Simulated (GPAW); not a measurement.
# SiF4 (silicon tetrafluoride): PBE-D3(BJ)/dzp (scalar-relativistic datasets)

We compute energy and one-electron properties of SiF4 (silicon tetrafluoride). The job is set up through an ASE script.

The results are computed with GPAW 26.7.0.

2 further runs of the same task are left out: 2 that didn't finish.

### Step 1. The molecule

SiF4 has 5 atoms, charge 0, and is taken as a singlet. SMILES: `F[Si](F)(F)F`. All atoms were displaced at random from a relaxed shape.

Bond lengths: F1–Si2 1.470 Å, Si2–F3 1.538 Å, Si2–F4 1.514 Å, Si2–F5 1.764 Å. Angles: F1–Si2–F3 103.8°, F1–Si2–F4 126.0°, F1–Si2–F5 103.1°, F3–Si2–F4 111.0°, F3–Si2–F5 102.1°, F4–Si2–F5 108.2°.

### Step 2. Energy and one-electron properties at PBE-D3(BJ)/dzp (scalar-relativistic datasets)

run.xyz reads:

```xyz
5

F      0.257124    -0.628214     1.298896
Si    -0.073305    -0.106515    -0.035287
F     -0.986428     1.096069     0.256449
F     -0.597037    -0.914986    -1.202881
F      1.422926     0.680656    -0.538456
```

run_sp.py reads:

```python
import numpy as np
from ase.calculators.mixing import SumCalculator
from ase.io import read
from ase.units import Debye
from dftd3.ase import DFTD3
from gpaw import GPAW
from gpaw.utilities.adjust_cell import adjust_cell

molecule = read('run.xyz')
adjust_cell(molecule, 5.0, h=0.16)

dft = GPAW(mode='lcao', xc='PBE', h=0.16, basis='dzp', maxiter=100, txt='-')
molecule.calc = SumCalculator([DFTD3(method='PBE', damping='d3bj'), dft])

energy = molecule.get_potential_energy()
print(f'Energy: {energy:.5f} eV')
forces = molecule.get_forces()
print('Forces (eV/Ang)')
for symbol, f in zip(molecule.symbols, forces):
    print(f'{symbol:2} {f[0]:9.4f} {f[1]:9.4f} {f[2]:9.4f}')
dipole = dft.get_dipole_moment(molecule) / Debye
print(f'Dipole = {np.linalg.norm(dipole):.3f} D')
homo, lumo = dft.get_homo_lumo()
print(f'HOMO                    {homo:.3f} eV')
print(f'LUMO                    {lumo:.3f} eV')
print(f'Gap: {lumo - homo:.3f} eV')
```

The run is started by

```sh
$ python run_sp.py > run_sp.log
```

What it wrote:

```text
[...]
Number of symmetries: 1
[...]
  Number of IBZ points: 1
[...]
basis functions: 65
Spin-components: 1 (collinear spins)
Bands:           20
[...]
  Valence electrons: 32.0
[...]
  Grid points: [80 76 80]
  Charge: 0.0  # |e|
[...]
    cutoffs:
[...]
occupation numbers:
  # Zero width
[...]
xc functional:
  name: PBE with 2 nearest neighbor stencil
[...]
|iter     |     time |      energy | eigst |  dens |
[...]
|iter:   1| 00:00:30 |  -25.219255 |      c|       |
[...]
|iter:   9| 00:01:00 |  -23.918383c|      c| -4.51c|
Converged in 9 steps
[...]
Energy contributions relative to reference atoms: (reference = -18742.667391)
Energy contributions:
  Kinetic:          48.242380
  Coulomb:         -41.958616
  Zero:              0.385688
  External:          0.000000
  Xc:              -30.587836
  Entropy:           0.000000
  Spinorbit:         0.000000
  ----------------------------
  Free energy:     -23.918383
  Extrapolated:    -23.918383
dipole moment: (-0.246426, -0.331132, 0.063809)  # |e|*Ang
Fermi level: -4.705
Eigenvalues  # (at kpt = [0.000, 0.000, 0.000])
| band index |      eig [eV] | occ [0-2] |
|------------|---------------|-----------|
|          0 |       -32.298 |     2.000 |
|        ... |               |           |
|          8 |       -12.162 |     2.000 |
|          9 |       -11.916 |     2.000 |
|         10 |       -11.862 |     2.000 |
|         11 |       -11.024 |     2.000 |
|         12 |       -10.435 |     2.000 |
|         13 |       -10.429 |     2.000 |
|         14 |        -8.933 |     2.000 |
|         15 |        -8.920 |     2.000 |
|         16 |        -0.490 |     0.000 |
|         17 |         1.272 |     0.000 |
[...]
Gap: 8.430 eV
Transition (v -> c):
[...]
Forces (eV/Ang)
F     1.3621   -3.7271    6.1025
Si    4.9396    5.8272   -4.2107
F    -2.4191    2.2950    0.2067
F    -1.3409   -2.6943   -2.6957
F    -2.5409   -1.6942    0.5294
Dipole = 2.006 D
HOMO                    -8.920 eV
LUMO                    -0.490 eV
Gap: 8.430 eV
```

Wall time 64 s (1 thread of AMD EPYC (Zen 3), shared host); peak memory 1.1 GiB.

### Step 3. Results

Level: PBE-D3(BJ)/dzp (scalar-relativistic datasets).

| quantity | value |
| --- | --- |
| energy as printed (from the program's reference atoms) | -23.9825 eV |
| dipole moment | 2.01 D |
| HOMO energy | -8.92 eV |
| LUMO energy | -0.49 eV |
| HOMO–LUMO gap | 8.43 eV |
| dispersion energy | -6.19 kJ/mol |
| largest force on an atom | 8.723 eV/Å |
